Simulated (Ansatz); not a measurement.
# ScRu3 (Pm-3m) in Ansatz: convergence with k mesh

Aim: find how far k mesh must go before the results for ScRu3 settle, at LDA. This setting moves, with any that are tied to it; all else stays.

All numbers are computed with Ansatz 0.2.0; they aren't measurements. Logs are shortened: lines on timing, memory, paths and dates and some standing lists are left out, and cuts for length are marked.

## (1) The crystal as given

Symmetry: Pm-3m, No. 221, cubic system. Conventional cell: a = 3.938 Å, b = 3.938 Å, c = 3.938 Å, α = 90.00°, β = 90.00°, γ = 90.00°. Ru (site symmetry 4/mmm) is surrounded by 8 Ru at 2.78 Å and 4 Sc at 2.78 Å. Around Sc (site symmetry m-3m) lie 12 Ru at 2.78 Å.

The cell comes from a database or a generator and needn't be the stable form of this composition.

## (2) With k mesh 2 × 2 × 2

The input, input.yaml:

```yaml
crystal:
  lattice:
    - [3.938437, 0.0, 0.0]
    - [0.0, 3.938437, 0.0]
    - [0.0, 0.0, 3.938437]
  atoms:
    - { symbol: Ru, position: [0.5, 0.5, 0.0] }
    - { symbol: Ru, position: [0.5, 0.0, 0.5] }
    - { symbol: Ru, position: [0.0, 0.5, 0.5] }
    - { symbol: Sc, position: [0.0, 0.0, 0.0] }
hamiltonian:
  xc: lda
  pseudopotentials: { kind: paw, level: accurate }
kpoints:
  mp_grid: { grid: [2, 2, 2] }
scf:
  occupations: { method: fermi_dirac, width: 0.1 }
output:
  forces: true
  stress: true
  eigenvalues: true
```

Potentials or basis: Ansatz PAW earlier set.

The run is started by

```console
$ ansatz run input.yaml --threads 2 --pin off --max-ram 5632MiB --backend cpu --events-out ev --progress --plain --runs-dir out
```

Standard output:

```text
Warning: RAYON_NUM_THREADS=2 ignored (pool sized by the plan → 2); use --threads N
Engine: ansatz 0.2.0, aarch64-unknown-linux-gnu
Pseudopotentials: kind: paw, level: accurate
Pseudopotential: Ru, paw, valence charge 16, recommended cutoff 840 eV (high), Ru.paw.azcp
Pseudopotential: Sc, paw, valence charge 11, recommended cutoff 920 eV (high), Sc.paw.azcp
Functional definition: SPW92
  exchange = slater_x
  correlation = pw_c
Crystal: 4 atoms, lattice volume = 61.090 Å³
Basis set: ecut = 920 eV, 3887 PW (Γ)
Bands: 36, of which v1, the nominal top of the filled ones, is band 30 counted from 1 (29 counted from 0)
Symmetry: 48 space group operations
Space group: Pm-3m (ITA 221), of the structure as read, at distance tolerance 3.9e-5 Å
k-points: 4 of 8
Non-local potential: Ru, projectors of the file, l = 0: 3, l = 1: 2, l = 2: 2, l = 3: 2
Non-local potential: Sc, projectors of the file, l = 0: 2, l = 1: 2, l = 2: 2, l = 3: 1
PAW form: soft (Blöchl's): semilocal exchange-correlation on the pseudo side does not see the compensation charge
PAW frozen core: Ru, regenerated for the run's functional, and the local potential with it (the file was generated under x = pbe(κ = 0.804, μ = 0.2195149727645171), c = pbe(β = 0.06672455060314922))
PAW frozen core: Sc, regenerated for the run's functional, and the local potential with it (the file was generated under x = pbe(κ = 0.804, μ = 0.2195149727645171), c = pbe(β = 0.06672455060314922))
PAW one-centre angular grid: Ru, 590 points (default); XC on 64 Gauss nodes
PAW one-centre angular grid: Sc, 590 points (default); XC on 64 Gauss nodes
Initial density: superposition of atomic densities (chi_scale 0.1, normalization cell, long waves kept (reshape's long-wave potential 0.00 eV rms))
[... 18 lines left out ...]
Internal energy: -19366.882900 eV  (E = F + TS)
E sigma→0 (E₀):  -19367.005495 eV
Entropy (-TS):   -0.245190 eV (-61.297 meV/atom)
Fermi energy:    18.419526 eV
--- Per-component energies (eV) ---
  E_band       = -414.092076
  E_kinetic    = 2852.859618
  E_local      = -6661.650965  (includes V_loc(G=0)·N_el)
  E_nonlocal   = 1809.563158
  E_hartree    = 1619.916542
  E_xc         = -1019.412608
  E_vxc        = -1261.013413  (∫ρ·V_xc dr)
  E_paw        = -10598.850455  (= ΣΔE_a)
  E_vpaw       = -393.681165  (= ΣTr[D̂ρ^β])
  E_aug_tail   = -0.000008  (compensation charges beyond the density's cutoff)
  E_ewald      = -7371.327452
  E_core_change = 2.019270  (= ΣΔE_core)
  E_smearing   = -0.245190  (= −TS)
  E_closure    = -0.000000  (closes the sum)
  Σ components = -19367.128090   (vs F -19367.128090, Δ=0.00e0)
--- Forces (eV/Å), atoms counted from 1 ---
  atom   1  Ru    -0.00000000     0.00000000     0.00000000
  atom   2  Ru    -0.00000000     0.00000000     0.00000000
  atom   3  Ru     0.00000000    -0.00000000     0.00000000
  atom   4  Sc     0.00000000     0.00000000    -0.00000000
  max |Σ_I F_I| component: 3.53e-25 eV/Å
--- Stress (GPa, compression-positive) ---
      -15.721357      -0.000000       0.000000
       -0.000000     -15.721357       0.000000
       -0.000000       0.000000     -15.721357
  P = ⅓ Tr σ = -15.7214 GPa (-157.214 kbar)
--- Band table (eV) ---
  k-point 0: bands = ["-53.5859", "-53.4737", "-53.4737", "-29.1464", "-23.8359", "-23.8359", "-23.8359", "-23.5166", "-23.5166", "-23.5166", "-23.3394", "-23.3394", "-23.3394", "-8.1117", "-8.1117", "-8.1117", "11.9002", "13.6092", "13.9795", "13.9795", "14.2892", "14.2892", "14.2892", "17.4055", "17.4055", "17.4055", "19.2553", "19.2553", "20.3120", "20.7862", "20.7862", "20.7862", "22.4399", "22.4399", "22.4399", "22.9649"]
  k-point 1: bands = ["-53.5485", "-53.5111", "-53.4734", "-29.1518", "-23.7422", "-23.7422", "-23.5963", "-23.5842", "-23.5609", "-23.5609", "-23.5248", "-23.3909", "-23.3909", "-8.1797", "-8.1264", "-8.1264", "13.9322", "14.6215", "14.7633", "15.0419", "15.5185", "16.0161", "16.0161", "16.3074", "16.5894", "16.5894", "17.6708", "18.0273", "18.3060", "18.3060", "18.4386", "19.5208", "20.7898", "21.1554", "21.1554", "22.0310"]
  k-point 2: bands = ["-53.5108", "-53.5108", "-53.5108", "-29.1506", "-23.7958", "-23.7691", "-23.5776", "-23.5688", "-23.5688", "-23.5590", "-23.5590", "-23.3673", "-23.3468", "-8.1577", "-8.1577", "-8.1399", "15.2334", "15.2334", "15.7800", "15.8037", "15.9711", "16.0544", "16.2290", "16.2290", "16.5984", "16.5984", "17.0314", "17.7747", "17.8581", "17.8581", "18.3929", "18.6498", "18.6639", "21.6816", "21.6816", "22.0195"]
  k-point 3: bands = ["-53.5105", "-53.5105", "-53.5105", "-29.1420", "-24.0035", "-23.7856", "-23.7856", "-23.7856", "-23.3667", "-23.3667", "-23.3463", "-23.3463", "-23.3463", "-8.1353", "-8.1353", "-8.1353", "13.9830", "13.9830", "13.9830", "14.1094", "16.5373", "16.5373", "16.5373", "17.3728", "17.3728", "17.3728", "17.9708", "17.9708", "19.7305", "20.1610", "20.1610", "20.1610", "20.3511", "20.3511", "20.3511", "22.6457"]
```

Run time: 1 s. Hardware: 2 threads of Arm Neoverse V1, shared host; peak memory 0.39 GiB.

Results:

```yaml
Free_energy: -19367.1281 eV
Pressure: -15.7 GPa
Band_gap_on_the_k_mesh: none (metal or under the smearing width)
```

## (3) With k mesh 3 × 3 × 3

input.yaml, as its differences from that of step 2:

```diff
@@ -14,3 +14,3 @@
 kpoints:
-  mp_grid: { grid: [2, 2, 2] }
+  mp_grid: { grid: [3, 3, 3] }
 scf:
```

Potentials or basis: Ansatz PAW earlier set.

The run is started by

```console
$ ansatz run input.yaml --threads 2 --pin off --max-ram 5632MiB --backend cpu --events-out ev --progress --plain --runs-dir out
```

Wall time 1.1 s (2 threads of Arm Neoverse V1, shared host); peak memory 0.4 GiB.

What came out:

* Free energy: -19366.6253 eV
* Pressure: -13.8 GPa
* Band gap on the k mesh: none (metal or under the smearing width)

## (4) With k mesh 4 × 4 × 4

input.yaml, as its differences from that of step 3:

```diff
@@ -14,3 +14,3 @@
 kpoints:
-  mp_grid: { grid: [3, 3, 3] }
+  mp_grid: { grid: [4, 4, 4] }
 scf:
```

The run is started by

```console
$ ansatz run input.yaml --threads 2 --pin off --max-ram 5632MiB --backend cpu --events-out ev --progress --plain --runs-dir out
```

Run time: 2.2 s. Hardware: 2 threads of Arm Neoverse V1, shared host; peak memory 0.43 GiB.

Results:

| Item | Value |
| --- | --- |
| Free energy | -19366.6616 eV |
| Pressure | -14.1 GPa |
| Band gap on the k mesh | none (metal or under the smearing width) |

## (5) With k mesh 5 × 5 × 5

input.yaml, as its differences from that of step 4:

```diff
@@ -14,3 +14,3 @@
 kpoints:
-  mp_grid: { grid: [4, 4, 4] }
+  mp_grid: { grid: [5, 5, 5] }
 scf:
```

The run is started by

```console
$ ansatz run input.yaml --threads 2 --pin off --max-ram 5632MiB --backend cpu --events-out ev --progress --plain --runs-dir out
```

It took 2.2 s on 2 threads of Arm Neoverse V1, shared host; peak memory 0.43 GiB.

What came out:

| Property | Result |
| --- | --- |
| Free energy | -19366.7260 eV |
| Pressure | -14.4 GPa |
| Band gap on the k mesh | none (metal or under the smearing width) |

## (6) With k mesh 6 × 6 × 6

input.yaml, as its differences from that of step 5:

```diff
@@ -14,3 +14,3 @@
 kpoints:
-  mp_grid: { grid: [5, 5, 5] }
+  mp_grid: { grid: [6, 6, 6] }
 scf:
```

Potentials or basis: Ansatz PAW earlier set.

The run is started by

```console
$ ansatz run input.yaml --threads 2 --pin off --max-ram 5632MiB --backend cpu --events-out ev --progress --plain --runs-dir out
```

Wall time 4.1 s (2 threads of Arm Neoverse V1, shared host); peak memory 0.47 GiB.

The run converged. Its results:

```yaml
Free_energy: -19366.7387 eV
Pressure: -14.6 GPa
Band_gap_on_the_k_mesh: none (metal or under the smearing width)
```

## (7) With k mesh 8 × 8 × 8

input.yaml, as its differences from that of step 6:

```diff
@@ -14,3 +14,3 @@
 kpoints:
-  mp_grid: { grid: [6, 6, 6] }
+  mp_grid: { grid: [8, 8, 8] }
 scf:
```

The run is started by

```console
$ ansatz run input.yaml --threads 2 --pin off --max-ram 5632MiB --backend cpu --events-out ev --progress --plain --runs-dir out
```

Run time: 6.8 s. Hardware: 2 threads of Arm Neoverse V1, shared host; peak memory 0.52 GiB.

Results (log left out):

- Free energy: -19366.7278 eV
- Pressure: -14.4 GPa
- Band gap on the k mesh: none (metal or under the smearing width)

## (8) With k mesh 9 × 9 × 9

input.yaml, as its differences from that of step 7:

```diff
@@ -14,3 +14,3 @@
 kpoints:
-  mp_grid: { grid: [8, 8, 8] }
+  mp_grid: { grid: [9, 9, 9] }
 scf:
```

The run is started by

```console
$ ansatz run input.yaml --threads 2 --pin off --max-ram 5632MiB --backend cpu --events-out ev --progress --plain --runs-dir out
```

Wall time 7 s (2 threads of Arm Neoverse V1, shared host); peak memory 0.52 GiB.

It converged, with:

| Quantity | Value |
| --- | --- |
| Free energy | -19366.7284 eV |
| Pressure | -14.4 GPa |
| Band gap on the k mesh | none (metal or under the smearing width) |

## (9) With k mesh 11 × 11 × 11

input.yaml, as its differences from that of step 8:

```diff
@@ -14,3 +14,3 @@
 kpoints:
-  mp_grid: { grid: [9, 9, 9] }
+  mp_grid: { grid: [11, 11, 11] }
 scf:
```

Potentials or basis: Ansatz PAW earlier set.

The run is started by

```console
$ ansatz run input.yaml --threads 2 --pin off --max-ram 5632MiB --backend cpu --events-out ev --progress --plain --runs-dir out
```

Run time: 13 s. Hardware: 2 threads of Arm Neoverse V1, shared host; peak memory 0.6 GiB.

It converged, with:

```yaml
Free_energy: -19366.7307 eV
Pressure: -14.4 GPa
Band_gap_on_the_k_mesh: none (metal or under the smearing width)
```

## (10) Result

| k mesh | energy less the tightest run, at zero smearing (meV/atom) | pressure (GPa) | SCF cycles | CPU time (s) | peak memory (GiB) |
| --- | --- | --- | --- | --- | --- |
| 2 × 2 × 2 | -93.75 | -15.72 | 10 | 1.9 | 0.39 |
| 3 × 3 × 3 | 34.39 | -13.80 | 10 | 2.1 | 0.4 |
| 4 × 4 × 4 | 20.43 | -14.07 | 10 | 4.2 | 0.43 |
| 5 × 5 × 5 | 0.38 | -14.41 | 10 | 4.3 | 0.43 |
| 6 × 6 × 6 | -4.24 | -14.62 | 10 | 7.9 | 0.47 |
| 8 × 8 × 8 | 0.86 | -14.38 | 10 | 13 | 0.52 |
| 9 × 9 × 9 | 0.56 | -14.43 | 10 | 13 | 0.52 |
| 11 × 11 × 11 | 0.00 | -14.42 | 10 | 26 | 0.6 |

Against the tightest run, the energy stays within 1 meV/atom from 8 × 8 × 8 on; the pressure stays within 0.1 GPa from 8 × 8 × 8 on. Meshes of other sizes hit other points, so gaps and Fermi surfaces needn't settle smoothly. The tightest run that finished is the yardstick and may itself not be fully converged.

Caveats: the PAW data sets come from PBE, with cores solved anew for the run's functional, which leaves a small shift of forces and pressure.
